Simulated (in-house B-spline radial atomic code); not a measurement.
# Tl²⁺: ionisation energy by several methods

The task here is to estimate one member of a computed series from the others.

Program: in-house B-spline radial atomic code version 1. Level of theory: Dirac-Coulomb, several functionals, exact exchange averaged over the configuration; spherical all-electron atom at the radial basis limit. These are calculated values, not measurements, unless marked.

## The atom as given

```
element       : thallium (Z = 81)
charge        : +2
electrons     : 79
configuration : [Xe] 4f14 5d10 6s1
nucleus       : Fermi, rms radius 5.476 fm
```

The outer shells:

[Xe] 4f14 5d10 6s1
```
[Xe] core
4f [↑↓][↑↓][↑↓][↑↓][↑↓][↑↓][↑↓]
5d [↑↓][↑↓][↑↓][↑↓][↑↓]
6s [↑ ]
```

The boxes only draw the filling; these runs are spin-restricted and spherical.

Set-up of the first run:

The run's settings:

```ini
Z = 81
electrons = 79.0
configuration = [Xe] 4f14 5d10 6s1
hamiltonian = dirac
method = camb3lyp
spin_polarised = False
nucleus = fermi
rms_radius = 5.4759
mass_number = 205
atomic_mass = 204.974427318
speed_of_light = 137.035999084
exact_exchange = averaged over the configuration
```

Run with:

```bash
$ python run_scf.py task.json out
```

The settings of every run stand in task.json; they run in order.

Steps of the session up to this table: CAM-B3LYP, a range-separated hybrid; BHandHLYP, a global hybrid; LC-ωPBE, a range-separated hybrid; HSE06, a range-separated hybrid.

One of the session's tables, all rows but one given; the rest of the session is left out.

| method | ΔSCF (eV) | with Breit, QED, recoil (eV) |
| --- | --- | --- |
| BHandHLYP | 29.704 | 29.637 |
| CAM-B3LYP | 30.085 | 30.018 |
| LC-ωPBE | 29.583 | 29.514 |
| HSE06 | ? | ? |

**Question.** Estimate the row for HSE06.

The run gave: ΔSCF (eV): 29.850; with Breit, QED, recoil (eV): 29.782. In the column «ΔSCF (eV)» it lies between BHandHLYP (29.704) and CAM-B3LYP (30.085).
